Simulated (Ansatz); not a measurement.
What does this script print? It uses Ansatz's Python interface.

`geh3i_relaxed_scan.py`
```python
import ansatz as az
from ase import Atoms
import numpy as np

params = {
    "basis": "def2-SVP",
    "functional": "b3lyp",
    "dispersion": "d3bj",
}

atoms = Atoms(["Ge", "I", "H", "H", "H"], positions=[
    (0.0233, -0.0194, -0.1858),
    (0.1961, -0.3846, 2.296),
    (-0.388, 1.5205, -0.4634),
    (-1.0911, -0.8478, -0.7683),
    (1.3096, -0.3423, -0.9199),
])
geh3i = az.Crystal.molecule_from_ase(atoms)

calculation = geh3i.calculation()
calculation = calculation.basis(gaussian=params["basis"])
calculation = calculation.functional(params["functional"], dispersion=params["dispersion"])
symbols = [site.symbol for site in geh3i.cartesian_sites]
pairs = [(0, 1), (0, 2), (0, 3), (0, 4)]
print("held (A)   E (eV)        ", "  ".join(f"{symbols[i]}{i}-{symbols[j]}{j}" for i, j in pairs))
for length in [1.49, 1.62, 1.75, 1.94, 2.18]:
    report = calculation.relax(constraints=[az.DistanceConstraint((0, 2), at=length)], force_tolerance=0.02, max_steps=60).run().report
    xyz = np.array(report["positions_ang"])
    print(f"{length:6.2f} {report['free_energy_ev']:14.5f}  ", "  ".join(f"{np.linalg.norm(xyz[i] - xyz[j]):.3f}" for i, j in pairs))
```

```console
$ python geh3i_relaxed_scan.py
held (A)   E (eV)         Ge0-I1  Ge0-H2  Ge0-H3  Ge0-H4
DeckWarning: relax.constraints: the input's atoms, or those drawn, lie off the distances that are held; a relaxation that starts there is brought onto them ahead of its first SCF, by positions alone, an atom by 6.39e-2 Å at the most. With the symmetry detection on, the symmetry is detected on the input's atoms as so [...]
  1.49   -64665.64927   2.547  1.490  1.537  1.537
  1.62   -64665.61871   2.544  1.620  1.537  1.538
  1.75   -64665.38874   2.539  1.750  1.538  1.538
  1.94   -64664.89583   2.534  1.940  1.538  1.538
  2.18   -64664.17086   2.528  2.180  1.539  1.539
```
(Warnings from the package without file and line, shortened, repeats left out.)

Total energies depend on the basis set; only differences at equal settings carry meaning. The energies are electronic: no zero-point or thermal terms, and the basis set is short of its limit. def2 sets replace the cores of elements past krypton by effective core potentials. b3lyp holds the VWN-RPA fit, as in Gaussian; the form of ORCA and Turbomole is b3lyp5. Wall time of the script: 92 s on 1 thread of Arm Neoverse V1, on a shared host, peak memory 0.23 GiB.
